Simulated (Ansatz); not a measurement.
# AlFGeH5NO, SMILES [OH][GeH2][NH][AlH][F]: vertical spin-state energies

Computed with Ansatz 0.2.0, Python API.

The script reads `alfgeh5no.xyz`:
```text
10

O    -0.79060    1.45180    1.98050
Ge   -0.56630    0.16520    0.80280
N     0.47050    0.78650   -0.61030
Al    0.87220   -0.68540   -1.77130
F     0.32090   -0.59040   -3.51740
H    -1.40220    1.10880    2.67490
H     0.17650   -1.00330    1.52860
H    -1.88700   -0.29980    0.23930
H     1.43400    1.05310   -0.14340
H     1.45510   -2.03770   -1.18060
```

Typed at the interpreter:
```pycon
>>> from dataclasses import dataclass
>>> import ansatz as az
>>> @dataclass(frozen=True)
... class Settings:
...     basis: str = "def2-SVP"
...     method: str = "mp2"
...
>>> settings = Settings()
>>> system = az.Crystal.molecule_from_extxyz("alfgeh5no.xyz")
>>> base = (
...     system.calculation()
...     .basis(gaussian=settings.basis)
...     .correlation(settings.method)
... )
>>> found = {}
>>> for unpaired in [0, 2]:
...     report = base.spin("collinear", total=unpaired).run(threads=1, pin="off").report
...     s = unpaired / 2
...     found[unpaired] = report["free_energy_ev"]
...     print(f"2S+1 = {unpaired + 1}: E = {found[unpaired]:.5f} eV, <S^2> = {abs(report['mean_field']['state']['spin_squared']):.3f} (pure state {s * (s + 1):.2f})")
...
2S+1 = 1: E = -69371.60460 eV, <S^2> = 0.000 (pure state 0.00)
2S+1 = 3: E = -69366.30772 eV, <S^2> = 2.013 (pure state 2.00)
>>> lowest = min(found, key=found.get)
>>> for unpaired, e in found.items():
...     print(f"multiplicity {unpaired + 1}: {23.060548 * (e - found[lowest]):.1f} kcal/mol above the lowest")
...
multiplicity 1: 0.0 kcal/mol above the lowest
multiplicity 3: 122.1 kcal/mol above the lowest
```

In order: multiplicity 1 (+0.00 eV) and multiplicity 3 (+5.30 eV), all at the one geometry.

Caveats:
- Total energies depend on the basis set; only differences at equal settings carry meaning.
- The geometry is a force-field or estimated start, not a minimum of this method, and the basis set is short of its limit. All parts are taken at fixed geometry, without zero-point energy.
- S² is that of the Hartree-Fock reference.
- Run time: 22 s on 1 thread of Arm Neoverse V1, with other jobs on the host, peak memory 0.6 GiB.
